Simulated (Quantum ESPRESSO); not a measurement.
Runs of Quantum ESPRESSO 7.5 on MnAs. Symmetry: P6_3/mmc, No. 194, hexagonal system. Conventional cell: a = 3.710 Å, b = 3.710 Å, c = 5.691 Å, α = 90.00°, β = 90.00°, γ = 120.00°. As (site symmetry -6m2) is surrounded by 6 Mn at 2.57 Å. Around Mn (site symmetry -3m) lie 6 As at 2.57 Å and 2 Mn at 2.85 Å. 

```csv
task,level,potentials or basis,cell,form of the LDA correlation,gap on the mesh (eV),pressure (GPa),moment (μB)
single point,PBEsol,GBRV 1.5 PBEsol,"atoms moved at random, drawn with an rms of 0.05 Å",-,none,-7.8,6.29
single point,PBEsol,GBRV 1.5 PBEsol,as given,-,none,-8.0,6.29
band structure,LDA,GBRV 1.5 LDA,as given,PZ81,none,(a),5.90
band structure,PBEsol,GBRV 1.5 PBEsol,as given,-,none,-8.0,6.29
```

Alike in all rows: spin collinear, ferromagnetic start; k mesh 8 × 8 × 5; cutoff (eV) 612; smearing fermi-dirac 0.05 eV.

Question: Fill in the values left out.

Answer: (a) -13.6.

Caveats: only a ferromagnetic start was run, and an antiferromagnetic order may lie lower in energy; some levels on the path didn't converge (some runs).

A k mesh can miss the band edges, and the runs leave out spin-orbit coupling on As.

A gap of «none» marks a metal or a gap under the smearing width.
